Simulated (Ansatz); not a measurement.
HfIn4SiO6 in Ansatz: the effect of Hubbard term

Crystal: HfIn4SiO6.

```
CELL_PARAMETERS angstrom
5.27743 0.00000 0.00000
-2.63872 4.57039 0.00000
0.00000 0.00000 10.55905
ATOMIC_POSITIONS crystal
Hf 0.00000 0.00000 0.00000
In 0.33333 0.66667 0.30446
In 0.33333 0.66667 0.69554
In 0.66667 0.33333 0.78919
In 0.66667 0.33333 0.21081
Si 0.33333 0.66667 0.00000
O 0.30634 0.37162 0.89972
O 0.62838 0.69366 0.10028
O 0.62838 0.93471 0.89972
O 0.06529 0.37162 0.10028
O 0.06529 0.69366 0.89972
O 0.30634 0.93471 0.10028
```

The cell was built by a generator and needn't be a form met in nature.

Alike in all runs:

| Item | Value |
| --- | --- |
| Program | Ansatz 0.2.0 |
| Task | projected density of states |
| Functional | PBE |
| Potentials or basis | Ansatz PAW |
| Cutoff | 420 eV (not typed: the program's choice for these potentials) |
| k mesh | 6 × 6 × 3 |
| Occupations | fermi-dirac, width 0.05 eV |
| Spin | no spin polarisation |
| Hubbard projectors | ortho-atomic (the default) |
| Double counting | fll (the default) |

```tsv
Hubbard term	pressure (GPa)	largest force (eV/Å)
Hf d U = 2 eV	?	?
Hf d U = 4 eV	0.7	0.26
Hf d U = 6 eV	1.1	0.40
Hf d U = 8 eV	1.5	0.56
```

What does the run with Hubbard term Hf d U = 2 eV give?

Pressure 0.3 GPa; largest force 0.12 eV/Å.

Worked out: A straight line through the other rows of the pressure, of slope 0.2 GPa per eV, extrapolates to 0.3 GPa, against the run's 0.3. A straight line through the other rows of the largest force, of slope 0.075 eV/Å per eV, extrapolates to 0.11 eV/Å, against the run's 0.12.

Caveats: U without spin polarisation on a metal has little footing; the density of states is complete only up to the lowest level of the last band computed.
